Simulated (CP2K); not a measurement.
# Two attempts at SiHSCl2 (SMILES S[Si](Cl)Cl)

Aim: energy and forces of SiHSCl2 at PM3.

Program for the calculation: CP2K 2026.2.

5 further runs of the same task are left out: 5 set aside as unsound or not needed.

### 1 The molecule

The species is SiHSCl2 (5 atoms), meant as a doublet with charge 0. As SMILES, `S[Si](Cl)Cl`. The coordinates come from a GFN2-xTB relaxation. This is one conformer, not always the lowest.

Bond lengths: S1–Si2 2.178 Å, Si2–Cl3 2.032 Å, Si2–Cl4 2.032 Å, S1–H5 1.329 Å. Angles: S1–Si2–Cl3 110.5°, S1–Si2–Cl4 109.9°, Cl3–Si2–Cl4 108.1°, Si2–S1–H5 95.2°.

### 2 The input as first written

molecule.pdb reads:

```
HETATM    1 S    MOL A   1       0.214   1.668  -0.198  1.00  0.00           S
HETATM    2 Si   MOL A   1       0.144  -0.240   0.850  1.00  0.00          SI
HETATM    3 Cl   MOL A   1       1.477  -1.543   0.042  1.00  0.00          CL
HETATM    4 Cl   MOL A   1      -1.712  -1.051   0.687  1.00  0.00          CL
HETATM    5 H    MOL A   1      -0.124   1.167  -1.382  1.00  0.00           H
END
```

mol.inp reads:

```
&global
  project_name mol
  run_type ENERGY_FORCE
  print_level MEDIUM
&end global

&force_eval
  method QUICKSTEP
  &dft
    multiplicity 2
    uks T
    &qs
      method PM3
      eps_default 1.0E-10
      &se
        &coulomb
          cutoff [angstrom] 50
          rc_range [angstrom] 0
        &end coulomb
        &exchange
          cutoff [angstrom] 50
          rc_range [angstrom] 0
        &end exchange
      &end se
    &end qs
    &poisson
      periodic NONE
      poisson_solver ANALYTIC
    &end poisson
    &scf
      scf_guess ATOMIC
      eps_scf 1.0E-06
      max_scf 80
      added_mos 8
      &diagonalization
        algorithm STANDARD
      &end diagonalization
      &mixing
        method DIRECT_P_MIXING
        alpha 0.4
      &end mixing
    &end scf
    &print
      &moments
        periodic F
        reference COM
        max_moment 1
      &end moments
      &mo ON
        energies T
        occupation_numbers T
        ndigits 6
        &each
          qs_scf 0
        &end each
        add_last NUMERIC
      &end mo
      &hirshfeld OFF
      &end hirshfeld
    &end print
  &end dft
  &subsys
    &topology
      coord_file_name molecule.pdb
      coord_file_format PDB
      conn_file_format OFF
      &center_coordinates
      &end center_coordinates
    &end topology
  &end subsys
  &print
    &forces ON
    &end forces
  &end print
&end force_eval
```

The run is started by

```sh
$ OMP_NUM_THREADS=1 cp2k.psmp -i mol.inp > mol.out 2>&1
```

The log of the run:

```text
CP2K| version string:                                       CP2K version 2026.2
 CP2K| Input file name                                                   mol.inp

 GLOBAL| Basis set file name                                           BASIS_SET
 GLOBAL| Potential file name                                           POTENTIAL
 GLOBAL| Coordinate file name                                       molecule.pdb
 GLOBAL| Method name                                                        CP2K
 GLOBAL| Project name                                                        mol
 GLOBAL| Run type                                                   ENERGY_FORCE
 GLOBAL| FFT library                                                       FFTW3
 GLOBAL| Diagonalization library                                       ScaLAPACK
 GLOBAL| Global print level                                               MEDIUM
 GLOBAL| Total number of message passing processes                             1
 GLOBAL| Number of threads for this process                                    1
 GLOBAL| CPU model name                          AMD EPYC 9R45 96-Core Processor

 *** WARNING in cell_methods.F:422 :: None of the keywords CELL_FILE_NAME, ***
 *** ABC, or A, B, C are specified in CELL section. CP2K will now attempt  ***
 *** to read TOPOLOGY/COORD_FILE_NAME if its format can be parsed for cell ***
 *** information.                                                          ***

 *******************************************************************************
 *   ___                                                                       *
 *  /   \                                                                      *
 * [ABORT]                                                                     *
 *  \___/              The line <CRYST1> was not found in PDB file!            *
 *    |                                                                        *
 *  O/|                                                                        *
 * /| |                                                                        *
 * / \                                                     cell_methods.F:1196 *
 *******************************************************************************

 ===== Routine Calling Stack =====

            3 read_cell_pdb
            2 topology_control
            1 CP2K
```

Run time: 0.78 s. Hardware: 1 thread of AMD EPYC 9R45 (Zen 5), shared host; peak memory 0.17 GiB.

### 3 Reading the log

The input was rejected.

The telling line is `\___/              The line <CRYST1> was not found in PDB file`. The fault: the input gives no cell.

### 4 Try two

molecule.pdb is that of step 2.

calc.inp reads:

```
&GLOBAL
  PROJECT_NAME calc
  RUN_TYPE ENERGY_FORCE
  PRINT_LEVEL MEDIUM
&END GLOBAL

&FORCE_EVAL
  METHOD QS
  &DFT
    CHARGE 0
    MULTIPLICITY 2
    UKS T
    &QS
      METHOD PM3
      EPS_DEFAULT 1.0E-10
      &SE
        &COULOMB
          CUTOFF [angstrom] 50
          RC_RANGE [angstrom] 0
        &END COULOMB
        &EXCHANGE
          CUTOFF [angstrom] 50
          RC_RANGE [angstrom] 0
        &END EXCHANGE
      &END SE
    &END QS
    &POISSON
      PERIODIC NONE
      POISSON_SOLVER ANALYTIC
    &END POISSON
    &SCF
      SCF_GUESS ATOMIC
      EPS_SCF 1.0E-06
      MAX_SCF 80
      ADDED_MOS 8
      &DIAGONALIZATION
        ALGORITHM STANDARD
      &END DIAGONALIZATION
      &MIXING
        METHOD DIRECT_P_MIXING
        ALPHA 0.4
      &END MIXING
    &END SCF
    &PRINT
      &MOMENTS
        PERIODIC F
        REFERENCE COM
        MAX_MOMENT 1
      &END MOMENTS
      &MO ON
        ENERGIES T
        OCCUPATION_NUMBERS T
        NDIGITS 6
        &EACH
          QS_SCF 0
        &END EACH
        ADD_LAST NUMERIC
      &END MO
      &HIRSHFELD OFF
      &END HIRSHFELD
    &END PRINT
  &END DFT
  &SUBSYS
    &CELL
      ABC [angstrom] 19.2 19.2 18.2
      PERIODIC NONE
    &END CELL
    &TOPOLOGY
      COORD_FILE_NAME molecule.pdb
      COORD_FILE_FORMAT PDB
      CONN_FILE_FORMAT OFF
      &CENTER_COORDINATES
      &END CENTER_COORDINATES
    &END TOPOLOGY
  &END SUBSYS
  &PRINT
    &FORCES ON
    &END FORCES
  &END PRINT
&END FORCE_EVAL
```

The run is started by

```sh
$ OMP_NUM_THREADS=1 cp2k.psmp -i calc.inp > calc.out 2>&1
```

The log of the run:

```text
CP2K| version string:                                       CP2K version 2026.2
[...]
 GLOBAL| Method name                                                        CP2K
[...]
 GLOBAL| Run type                                                   ENERGY_FORCE
[...]
 *** WARNING in qs_environment.F:2191 :: More ADDED_MOs requested for beta ***
 *** spin than available.                                                  ***
 *** WARNING in qs_environment.F:2210 :: More added MOs requested than     ***
 *** available. The full set of unoccupied MOs will be used. Use           ***
 *** 'ADDED_MOS -1' to always use all available MOs and to get rid of this ***
[...]
                             - Atoms:                                          5
[...]
                             - Spherical basis functions:                     17
[...]
 Number of electrons:                                                         13
[...]
     1 P_Mix/Diag. 0.40E+00    0.0     0.43320808       -30.5157076190 -3.05E+01
[...]
    24 DIIS/Diag.  0.24E-06    0.0     0.00000090       -33.4320255919 -7.14E-12
  *** SCF run converged in    24 steps ***
  Core-core repulsion energy [eV]:                           1071.35200608474406
  Core Hamiltonian energy [eV]:                             -1377.90188617011472
  Two-electron integral energy [eV]:                        -1206.36360279344308
  Electronic energy [eV]:                                   -1981.08368756683603
  Total energy [eV]:                                         -909.73168148209220
  Atomic reference energy [eV]:                               907.05838862414146
  Heat of formation [kcal/mol]:                               -61.64760270377421
[...]
 SE_DIPOLE| Moment [Debye]         -0.02287110       0.23516801      -0.27074234
 SE_DIPOLE| Derivative [a.u.]       0.00000000       0.00000000       0.00000000
 ENERGY| Total FORCE_EVAL ( QS ) energy [hartree]            -33.432025591852494
 FORCES| Atomic forces [hartree/bohr]
 FORCES|   Atom     x               y               z               |f|
 FORCES|      1  4.12258075E-04  3.45042199E-03 -1.56202364E-03   3.80989324E-03
 FORCES|      2 -1.46537393E-03 -1.47248342E-03 -5.92635880E-03   6.27990898E-03
 FORCES|      3 -6.41532985E-04 -2.87872457E-03  3.81502812E-03   4.82214260E-03
 FORCES|      4  1.06647993E-03 -3.45002873E-03  3.45165533E-03   4.99539810E-03
 FORCES|      5  6.28168909E-04  4.35081473E-03  2.21698991E-04   4.40151513E-03
 FORCES| Sum     3.05311332E-16  3.05311332E-16 -1.11022302E-16
 FORCES| Total atomic force                                       4.45820558E-16
[...]
```

Run time: 0.89 s. Hardware: 1 thread of AMD EPYC 9R45 (Zen 5), shared host; peak memory 0.19 GiB.

### 5 Summary of results

At PM3:

```
                          quantity           value
                      total energy    -33.43203 Eh
                     dipole moment          0.36 D
HOMO energy (highest over α and β)        -8.77 eV
 LUMO energy (lowest over α and β)        -2.94 eV
                 heat of formation  -61.6 kcal/mol
          largest force on an atom      0.323 eV/Å
```

In words: The largest force is 0.32 eV/Å: the shape isn't a stationary point for this species at this level.
